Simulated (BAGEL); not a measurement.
**B3LYP/6-31G(d) (density fitting with cc-pvqz-jkfit, spherical functions) run of C2H5BClF (SMILES BC(F)CCl)**

What is the energy change on altering one bond length of C2H5BClF at B3LYP/6-31G* (density fitting with cc-pvqz-jkfit, spherical functions)? 

The calculation is run with BAGEL 1.2.2.

5 further runs of the same task are left out: 3 that didn't finish, 2 set aside as unsound or not needed.

### Step 1. The molecule

C2H5BClF has 10 atoms, charge 0, and is taken as a singlet. SMILES: `BC(F)CCl`. The shape is that of a PBE0-D4/def2-TZVP optimisation. This is one conformer, not always the lowest.

Bond lengths: B1–C2 1.558 Å, C2–F3 1.386 Å, C2–C4 1.509 Å, C4–Cl5 1.782 Å, B1–H6 1.192 Å, B1–H7 1.195 Å, C2–H8 1.109 Å, C4–H9 1.090 Å, C4–H10 1.089 Å. Some angles: B1–C2–F3 113.9°, B1–C2–C4 115.3°, F3–C2–C4 109.7°, C2–C4–Cl5 112.6°, B1–C2–H8 102.6°, F3–C2–H8 107.0°, C4–C2–H8 107.5°, C2–B1–H6 120.8°, C2–B1–H7 118.2°, C2–C4–H9 110.7°.

### Step 2. The energy at B3LYP/6-31G(d) (density fitting with cc-pvqz-jkfit, spherical functions)

File input.json:

```json
{ "bagel": [

{
  "title": "molecule",
  "basis": "6-31gs.json",
  "df_basis": "cc-pvqz-jkfit",
  "angstrom": "true",
  "geometry": [
    { "atom": "B", "xyz": [   -1.309200,   -0.711700,   -0.281200 ] },
    { "atom": "C", "xyz": [    0.178900,   -0.496800,    0.126500 ] },
    { "atom": "F", "xyz": [    0.520300,   -1.080300,    1.336000 ] },
    { "atom": "C", "xyz": [    0.655300,    0.934900,    0.100000 ] },
    { "atom": "Cl", "xyz": [    2.428700,    1.067800,    0.206300 ] },
    { "atom": "H", "xyz": [   -2.010300,   -1.450800,    0.336900 ] },
    { "atom": "H", "xyz": [   -1.707400,   -0.172300,   -1.270600 ] },
    { "atom": "H", "xyz": [    0.728500,   -1.046200,   -0.665100 ] },
    { "atom": "H", "xyz": [    0.248500,    1.491800,    0.943700 ] },
    { "atom": "H", "xyz": [    0.349800,    1.412800,   -0.829700 ] }
  ]
},
{ "title": "ks", "xc_func": "b3lyp" },
{ "title": "print", "file": "orbitals.molden", "orbitals": "true" }

]}
```

The basis set 6-31G* is read from a file made from the Basis Set Exchange's data (not shown).

Command:

```bash
$ BAGEL_NUM_THREADS=1 BAGEL input.json > input.out
```

The log of the run:

```text
* using 1 threads per process

  ===============================================================
  ===============================================================

  *** Geometry ***

  { "atom" : "B", "xyz" : [     -2.474029,     -1.344918,     -0.531391 ] },
  { "atom" : "C", "xyz" : [      0.338072,     -0.938816,      0.239050 ] },
  { "atom" : "F", "xyz" : [      0.983225,     -2.041471,      2.524674 ] },
  { "atom" : "C", "xyz" : [      1.238338,      1.766705,      0.188973 ] },
  { "atom" : "Cl", "xyz" : [      4.589578,      2.017850,      0.389850 ] },
  { "atom" : "H", "xyz" : [     -3.798916,     -2.741615,      0.636649 ] },
  { "atom" : "H", "xyz" : [     -3.226518,     -0.325600,     -2.401086 ] },
  { "atom" : "H", "xyz" : [      1.376665,     -1.977031,     -1.256857 ] },
  { "atom" : "H", "xyz" : [      0.469597,      2.819093,      1.783335 ] },
  { "atom" : "H", "xyz" : [      0.661026,      2.669805,     -1.567906 ] },

  Number of auxiliary basis functions:      827

  Since a DF basis is specified, we compute 2- and 3-index integrals:
    o Being stored without compression. Storage requirement is 0.047 GB

  Number of basis functions:       84
  Number of electrons      :       48

    * METHOD: MOLECULE                             0.64

  *** Kohn-Sham DFT ***

    * Removing 20077 points whose weight is below 1.00e-10
    * Grid points: 128983

  === Nuclear Repulsion ===
   208.8146849902

       - DIIS with orbital gradients will be used.

  === KS iteration (b3lyp / 6-31gs.json) ===
      0       -628.41039756          0.13790986           0.49
      1       -556.61176876          0.21361773           0.40
      2       -585.89892511          0.17432593           0.40
      3       -632.06891887          0.15531168           0.42
      4       -660.00835541          0.07547750           0.41
      5       -663.91201518          0.01632852           0.46
      6       -664.00955839          0.00987516           0.43
      7       -664.05928789          0.00433370           0.40
      8       -664.06835154          0.00093444           0.40
      9       -664.06883524          0.00025290           0.40
     10       -664.06888023          0.00003636           0.41
     11       -664.06888088          0.00002224           0.40
     12       -664.06888112          0.00000598           0.40
     13       -664.06888114          0.00000099           0.40
     14       -664.06888114          0.00000041           0.41
     15       -664.06888114          0.00000014           0.40
     16       -664.06888114          0.00000004           0.40
     17       -664.06888114          0.00000002           0.40
     18       -664.06888114          0.00000001           0.40
    * SCF iteration converged.

    * Permanent dipole moment:
           (    0.814998,    -0.167712,     0.556371) a.u.

    * METHOD: KS                                   8.41

    * METHOD: PRINT                                0.01

  ===============================================================
```

Wall time 9.6 s (1 thread of Intel Xeon 6975P-C (Granite Rapids), shared host); peak memory 0.54 GiB.

### Step 3. The distorted shape

File input.json:

```json
{ "bagel": [

{
  "title": "molecule",
  "basis": "6-31gs.json",
  "df_basis": "cc-pvqz-jkfit",
  "angstrom": "true",
  "geometry": [
    { "atom": "B", "xyz": [      -1.391646,      -0.629284,      -0.162451 ] },
    { "atom": "C", "xyz": [       0.096454,      -0.414384,       0.245249 ] },
    { "atom": "F", "xyz": [       0.437854,      -0.997884,       1.454749 ] },
    { "atom": "C", "xyz": [       0.572854,       1.017316,       0.218749 ] },
    { "atom": "Cl", "xyz": [       2.346254,       1.150216,       0.325049 ] },
    { "atom": "H", "xyz": [      -2.092746,      -1.368384,       0.455649 ] },
    { "atom": "H", "xyz": [      -1.789846,      -0.089884,      -1.151851 ] },
    { "atom": "H", "xyz": [       0.728500,      -1.046200,      -0.665100 ] },
    { "atom": "H", "xyz": [       0.166054,       1.574216,       1.062449 ] },
    { "atom": "H", "xyz": [       0.267354,       1.495216,      -0.710951 ] }
  ]
},

{ "title": "ks", "xc_func": "b3lyp" },

{ "title": "print", "file": "orbitals.molden", "orbitals": "true" }

]}
```

The basis set 6-31G* is read from a file made from the Basis Set Exchange's data (not shown).

Command:

```bash
$ BAGEL_NUM_THREADS=1 BAGEL input.json > input.out
```

The log of the run:

```text
* using 1 threads per process

  ===============================================================
  ===============================================================

  *** Geometry ***

  { "atom" : "B", "xyz" : [     -2.629830,     -1.189174,     -0.306988 ] },
  { "atom" : "C", "xyz" : [      0.182272,     -0.783072,      0.463453 ] },
  { "atom" : "F", "xyz" : [      0.827424,     -1.885727,      2.749077 ] },
  { "atom" : "C", "xyz" : [      1.082537,      1.922449,      0.413376 ] },
  { "atom" : "Cl", "xyz" : [      4.433777,      2.173593,      0.614254 ] },
  { "atom" : "H", "xyz" : [     -3.954717,     -2.585871,      0.861052 ] },
  { "atom" : "H", "xyz" : [     -3.382319,     -0.169856,     -2.176683 ] },
  { "atom" : "H", "xyz" : [      1.376665,     -1.977031,     -1.256857 ] },
  { "atom" : "H", "xyz" : [      0.313797,      2.974837,      2.007738 ] },
  { "atom" : "H", "xyz" : [      0.505226,      2.825549,     -1.343503 ] },

  Number of auxiliary basis functions:      827

  Since a DF basis is specified, we compute 2- and 3-index integrals:
    o Being stored without compression. Storage requirement is 0.047 GB

  Number of basis functions:       84
  Number of electrons      :       48

    * METHOD: MOLECULE                             0.57

  *** Kohn-Sham DFT ***

    * Removing 19896 points whose weight is below 1.00e-10
    * Grid points: 129164

  === Nuclear Repulsion ===
   208.0647321879

       - DIIS with orbital gradients will be used.

  === KS iteration (b3lyp / 6-31gs.json) ===
      0       -628.33761936          0.13716098           0.47
      1       -557.29346154          0.20440622           0.40
      2       -586.06521852          0.17329040           0.40
      3       -632.80600162          0.14907461           0.42
      4       -658.58387053          0.08462802           0.41
      5       -663.89620637          0.01636073           0.40
      6       -664.00558166          0.00916825           0.42
      7       -664.05258479          0.00327643           0.39
      8       -664.05676192          0.00171478           0.39
      9       -664.05827489          0.00014922           0.41
     10       -664.05829576          0.00004166           0.41
     11       -664.05829720          0.00001277           0.39
     12       -664.05829730          0.00000267           0.40
     13       -664.05829731          0.00000095           0.40
     14       -664.05829731          0.00000036           0.39
     15       -664.05829731          0.00000011           0.40
     16       -664.05829731          0.00000003           0.40
     17       -664.05829731          0.00000002           0.39
     18       -664.05829731          0.00000001           0.40
    * SCF iteration converged.

    * Permanent dipole moment:
           (    0.804692,    -0.196793,     0.512058) a.u.

    * METHOD: KS                                   8.31

    * METHOD: PRINT                                0.01

  ===============================================================
```

Run time: 9.3 s. Hardware: 1 thread of Intel Xeon 6975P-C (Granite Rapids), shared host; peak memory 0.54 GiB.

### Step 4. What came out

At B3LYP/6-31G* (density fitting with cc-pvqz-jkfit, spherical functions):

```
                                                         quantity          value
                                        first shape: total energy  -664.06888 Eh
                                       first shape: dipole moment         2.54 D
                                         first shape: HOMO energy       -8.09 eV
                                         first shape: LUMO energy       -2.02 eV
                                       first shape: HOMO–LUMO gap        6.06 eV
                                    distorted shape: total energy  -664.05830 Eh
                                   distorted shape: dipole moment         2.48 D
                                     distorted shape: HOMO energy       -8.10 eV
                                     distorted shape: LUMO energy       -2.05 eV
                                   distorted shape: HOMO–LUMO gap        6.05 eV
energy change with the C2–H8 bond stretched from 1.109 to 1.276 Å       0.288 eV
```

With the C2–H8 bond stretched from 1.109 to 1.276 Å the energy rises by 0.29 eV (6.6 kcal/mol). The first shape isn't relaxed at this level, so the change isn't measured from a minimum.
